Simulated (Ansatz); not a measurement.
**C₇H₅ClO: how energies converge with the basis set**

The task here is to estimate one member of a computed series from the others.

The runs use Ansatz 0.2.0, Gaussian basis; one geometry, several basis sets.

The runs, in order: PBE0-D4/def2-SVP; ωB97M-V/def2-SVP; PBE0-D4/def2-QZVPP; ωB97M-V/def2-QZVPP; the functionals' def2-TZVPP values are taken from earlier runs.

### The geometry

An earlier PBE0-D4 in a triple-zeta def2 set relaxation fixed the geometry.

SMILES `O=C(Cl)c1ccccc1`, 14 atoms, charge 0, spin multiplicity 1.

Atoms are counted from 1 here; the program's logs count them from 0.

Bond lengths: O1–C2 1.185 Å, C2–Cl3 1.788 Å, C2–C4 1.476 Å, C4–C5 1.396 Å, C4–C9 1.391 Å, C5–C6 1.382 Å, C5–H10 1.083 Å, C6–C7 1.389 Å, C6–H11 1.083 Å, C7–C8 1.387 Å, C7–H12 1.084 Å, C8–C9 1.384 Å, C8–H13 1.083 Å, C9–H14 1.082 Å. Angles: O1–C2–Cl3 119.1°, O1–C2–C4 125.8°, Cl3–C2–C4 115.2°, C2–C4–C5 116.4°, C2–C4–C9 123.6°, C5–C4–C9 119.9°, C4–C5–C6 120.0°, C4–C5–H10 118.8°, C6–C5–H10 121.2°, C5–C6–C7 119.9°, C5–C6–H11 119.9°, C7–C6–H11 120.2°, C6–C7–C8 120.2°, C6–C7–H12 119.9°, C8–C7–H12 119.9°, C7–C8–C9 120.1°, C7–C8–H13 120.1°, C9–C8–H13 119.7° and more.

The first run:

The input, in.yaml:

```yaml
crystal:
  periodic: [false, false, false]
  atoms:
    - {symbol: O, position_ang: [2.592764, -1.669792, -0.649406]}
    - {symbol: C, position_ang: [1.662364, -1.615555, 0.082421]}
    - {symbol: Cl, position_ang: [1.488970, -2.853576, 1.360573]}
    - {symbol: C, position_ang: [0.594540, -0.596628, 0.046807]}
    - {symbol: C, position_ang: [0.702566, 0.382685, -0.941801]}
    - {symbol: C, position_ang: [-0.256685, 1.371975, -1.041664]}
    - {symbol: C, position_ang: [-1.327834, 1.390712, -0.157683]}
    - {symbol: C, position_ang: [-1.437565, 0.418721, 0.825739]}
    - {symbol: C, position_ang: [-0.479551, -0.575118, 0.930764]}
    - {symbol: H, position_ang: [1.545739, 0.349076, -1.620242]}
    - {symbol: H, position_ang: [-0.171239, 2.131397, -1.809738]}
    - {symbol: H, position_ang: [-2.080140, 2.167241, -0.236374]}
    - {symbol: H, position_ang: [-2.273419, 0.434226, 1.514824]}
    - {symbol: H, position_ang: [-0.560487, -1.335364, 1.695770]}
basis:
  gaussian: {orbitals: def2-SVP}
hamiltonian: {xc: pbe0, dispersion: d4}
output: {orbitals: {seedname: orbitals}}
```

Run with:

```sh
> ansatz run in.yaml --threads 2 --pin off --events-out ev --progress --plain --max-ram 31744MiB --backend cpu
```

Steps of the session up to this table: PBE0-D4 in def2-SVP; ωB97M-V in def2-SVP; PBE0-D4 in def2-QZVPP; ωB97M-V in def2-QZVPP.

One of the session's tables, all rows but one given; the rest of the session is left out.

It belongs to the step «Density functionals: the series». 

| functional | basis | HOMO (eV) | LUMO (eV) |
| --- | --- | --- | --- |
| PBE0-D4 | def2-SVP | ? | ? |
| PBE0-D4 | def2-TZVPP | -7.98 | -2.15 |
| PBE0-D4 | def2-QZVPP | -8.00 | -2.20 |
| ωB97M-V | def2-SVP | -10.02 | 0.09 |
| ωB97M-V | def2-TZVPP | -10.05 | -0.09 |
| ωB97M-V | def2-QZVPP | -10.07 | -0.15 |

**Question.** Estimate the row for PBE0-D4, def2-SVP.

The run gave: HOMO (eV): -7.96; LUMO (eV): -2.03. In the column «HOMO (eV)» it is the highest.
